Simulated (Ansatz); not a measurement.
# SnH3O (SMILES [OH][SnH2]) at 6 levels

We compute a comparison of 6 runs (UHF/STO-3G, U-revPBE/STO-3G, U-wB97X/STO-3G, UBHLYP/STO-3G, UPBE/STO-3G, UCCSDT(Q)/STO-3G) of SnH3O. 

Program for the calculation: Ansatz 0.2.0.

58 further runs of the same task are left out: 7 that didn't finish, 51 set aside as unsound or not needed.

## (1) The molecule

SnH3O: 5 atoms, total charge 0, spin state doublet. SMILES: `[OH][SnH2]`. The H5–Sn2 distance was set to 2.583 Å, away from the relaxed value. At this shape a bond of the SMILES string is far longer than usual.

Bond lengths: O1–Sn2 1.976 Å, O1–H3 0.960 Å, Sn2–H4 1.735 Å. Angles: O1–Sn2–H4 106.9°, Sn2–O1–H3 113.3°.

## (2) A single-point energy at UHF/STO-3G (run 1)

molecule.yaml

```yaml
crystal:
  periodic: [false, false, false]
  atoms:
    - {symbol: O, position_ang: [0.521503, -1.538686, 0.621604]}
    - {symbol: Sn, position_ang: [-0.081397, -0.496986, -0.945796]}
    - {symbol: H, position_ang: [0.182703, -2.437086, 0.632904]}
    - {symbol: H, position_ang: [-1.792697, -0.744486, -1.086196]}
    - {symbol: H, position_ang: [0.476300, 1.920400, -0.224900]}
basis:
  gaussian:
    orbitals: STO-3G
magnetization:
  spin_polarized: true
  initial_magnetization: 1
hamiltonian:
  xc: hf
accuracy: high
```

The run is started by

```console
$ ansatz run molecule.yaml --threads 1 --pin off --max-ram 2610MiB --events-out events.jsonl --progress --plain --runs-dir runs
```

Log:

```text
Warning: RAYON_NUM_THREADS=1 ignored (pool sized by the plan → 1); use --threads N
Functional definition: HF
  name "HF"
  exchange = exact_x
  correlation = 0
638 factors; integrals over basis functions are off by at most 4.8e-9 eV
mean field evaluation 1: about -164318.5676 eV, gradient 1.6e1 eV
mean field evaluation 2: about -164318.6257 eV, gradient 1.6e1 eV
mean field evaluation 4: about -164321.5070 eV, gradient 2.9e0 eV
mean field evaluation 8: about -164322.1244 eV, gradient 1.7e-1 eV
mean field evaluation 16: about -164322.1168 eV, gradient 2.6e-8 eV
mean field evaluation 32: about -164321.7435 eV, gradient 2.1e0 eV
mean field -164322.11682805 eV, -6038.7264118997 hartree, gradient 3.2e-8 eV, S^2 1.106411; 1 other end points of the search recorded, 0 dependent functions left out
reference -164322.11682805 eV, -6038.7264118997 hartree; 31, 30 occupied and 4, 5 virtual orbitals, 638 factors
Total energy: -164322.11682805 eV, -6038.7264118997 hartree
```

Wall time 0.82 s (1 thread of Arm Neoverse V2, shared host); peak memory 0.1 GiB.

## (3) The energy at U-revPBE/STO-3G (run 2)

input.yaml

```yaml
crystal:
  periodic: [false, false, false]
  atoms:
    - symbol: O
      position_ang: [0.521503, -1.538686, 0.621604]
    - symbol: Sn
      position_ang: [-0.081397, -0.496986, -0.945796]
    - symbol: H
      position_ang: [0.182703, -2.437086, 0.632904]
    - symbol: H
      position_ang: [-1.792697, -0.744486, -1.086196]
    - symbol: H
      position_ang: [0.476300, 1.920400, -0.224900]
basis:
  gaussian:
    orbitals: STO-3G
magnetization:
  spin_polarized: true
  initial_magnetization: 1
hamiltonian:
  xc: {name: revPBE}
accuracy: high
```

The run is started by

```console
$ ansatz run input.yaml --threads 1 --pin off --max-ram 2610MiB --events-out events.jsonl --progress --plain --runs-dir runs
```

Log:

```text
Warning: RAYON_NUM_THREADS=1 ignored (pool sized by the plan → 1); use --threads N
Functional definition: revPBE
  name "revPBE"
  parameter kappa = 1.245
  parameter beta = 0.06672455060314922
  exchange = pbe_x(kappa = kappa, mu = beta*pi^2/3)
  correlation = pbe_c(beta = beta)
638 factors; integrals over basis functions are off by at most 4.8e-9 eV
mean field evaluation 1: about -164374.9322 eV, gradient 1.6e1 eV
mean field evaluation 2: about -164356.3415 eV, gradient 4.6e1 eV
mean field evaluation 4: about -164377.7642 eV, gradient 4.8e0 eV
mean field evaluation 8: about -164378.0150 eV, gradient 2.4e-1 eV
mean field evaluation 16: about -164378.0187 eV, gradient 1.9e-5 eV
mean field -164378.01873637 eV, -6040.7807691387 hartree, gradient 2.6e-8 eV, S^2 0.775756; 0 other end points of the search recorded, 0 dependent functions left out
reference -164378.01873889 eV, -6040.7807692313 hartree; 31, 30 occupied and 4, 5 virtual orbitals, 638 factors
Total energy: -164378.01873889 eV, -6040.7807692313 hartree
```

Wall time 3.3 s (1 thread of Arm Neoverse V2, shared host); peak memory 0.14 GiB.

Run 3 isn't shown in full; the table further down has it.

## (4) The energy at UBHLYP/STO-3G (run 4)

run.yaml

```yaml
crystal:
  periodic: [false, false, false]
  atoms:
    - {symbol: O, position_ang: [0.521503, -1.538686, 0.621604]}
    - {symbol: Sn, position_ang: [-0.081397, -0.496986, -0.945796]}
    - {symbol: H, position_ang: [0.182703, -2.437086, 0.632904]}
    - {symbol: H, position_ang: [-1.792697, -0.744486, -1.086196]}
    - {symbol: H, position_ang: [0.476300, 1.920400, -0.224900]}
basis:
  gaussian:
    orbitals: STO-3G
magnetization:
  spin_polarized: true
  initial_magnetization: 1
hamiltonian:
  xc: {name: BHLYP}
accuracy: high
```

The run is started by

```console
$ ansatz run run.yaml --threads 1 --pin off --max-ram 2610MiB --events-out events.jsonl --progress --plain --runs-dir runs
```

Log:

```text
Warning: RAYON_NUM_THREADS=1 ignored (pool sized by the plan → 1); use --threads N
Functional definition: BHLYP
  name "BHLYP"
  parameter a = 0.5
  exchange = (1 - a)*b88_x + a*exact_x
  correlation = lyp_c
638 factors; integrals over basis functions are off by at most 4.8e-9 eV
mean field evaluation 1: about -164388.6139 eV, gradient 1.6e1 eV
mean field evaluation 2: about -164387.8279 eV, gradient 2.1e1 eV
mean field evaluation 4: about -164391.4468 eV, gradient 1.3e0 eV
mean field evaluation 8: about -164391.5745 eV, gradient 1.8e-1 eV
mean field evaluation 16: about -164391.5762 eV, gradient 1.2e-4 eV
mean field -164391.57623461 eV, -6041.2789980095 hartree, gradient 6.6e-8 eV, S^2 0.927640; 0 other end points of the search recorded, 0 dependent functions left out
reference -164391.57625441 eV, -6041.2789987370 hartree; 31, 30 occupied and 4, 5 virtual orbitals, 638 factors
Total energy: -164391.57625441 eV, -6041.2789987370 hartree
```

Wall time 3.3 s (1 thread of Arm Neoverse V2, shared host); peak memory 0.17 GiB.

Run 5 isn't shown in full; the table further down has it.

## (5) The energy at UCCSDT(Q)/STO-3G (run 6)

in.yaml

```yaml
crystal:
  periodic: [false, false, false]
  atoms:
    - {symbol: O, position_ang: [0.521503, -1.538686, 0.621604]}
    - {symbol: Sn, position_ang: [-0.081397, -0.496986, -0.945796]}
    - {symbol: H, position_ang: [0.182703, -2.437086, 0.632904]}
    - {symbol: H, position_ang: [-1.792697, -0.744486, -1.086196]}
    - {symbol: H, position_ang: [0.476300, 1.920400, -0.224900]}
basis:
  gaussian:
    orbitals: STO-3G
magnetization:
  spin_polarized: true
  initial_magnetization: 1
correlation:
  method: ccsdt_q
  frozen_orbitals: {H: 0, O: 1, Sn: 18}
accuracy: high
scf:
  omitted_lower_state_checks: [cluster_reference, increment]
```

The run is started by

```console
$ ansatz run in.yaml --threads 1 --pin off --max-ram 2610MiB --events-out events.jsonl --progress --plain --runs-dir runs
```

Log:

```text
Warning: RAYON_NUM_THREADS=1 ignored (pool sized by the plan → 1); use --threads N
[... 12 lines left out ...]
19 core orbitals not correlated: weight in the atoms' cores, before any rotation towards them, 1.000 or more for the frozen orbitals, at most 0.000 for the correlated occupied ones
[... 50 lines left out ...]
Total energy: -164324.97766619 eV, -6038.8315457621 hartree
Checks for a lower state left out: cluster_reference, increment
```

Wall time 3.9 s (1 thread of Arm Neoverse V2, shared host); peak memory 0.18 GiB.

## (6) Overview of the runs

```tsv
run	level	frozen core orbitals	energy (Eh)	⟨S²⟩	wall time
1	UHF/STO-3G	–	-6038.726412	1.106	0.82 s
2	U-revPBE/STO-3G	–	-6040.780769	0.776	3.3 s
3	U-wB97X/STO-3G	–	-6041.266257	0.885	16 s
4	UBHLYP/STO-3G	–	-6041.278999	0.928	3.3 s
5	UPBE/STO-3G	–	-6040.444807	0.777	3.3 s
6	UCCSDT(Q)/STO-3G	19	-6038.831546	1.106	3.9 s
```

## (7) Results

```
                                           quantity           value
                                run 6: total energy  -6038.83155 Eh
run 6: correlation energy (19 core orbitals frozen)      -105.1 mEh
           run 6: ⟨S²⟩ of the reference determinant           1.106
                               run 6: T1 diagnostic           0.048
```

**Reading.** Totals of different functionals can't be ranked against each other. In runs 1, 2, 3, 4, 5, 6 the basis is minimal, so the values are rough. In runs 1, 2, 3, 4, 5, 6 relativity is left out where basis or elements ask for it. Spin contamination of the reference: run 1 ⟨S²⟩ = 1.11, run 6 ⟨S²⟩ = 1.11, run 4 ⟨S²⟩ = 0.93, run 3 ⟨S²⟩ = 0.89. All runs together took 31 s, the longest 16 s.
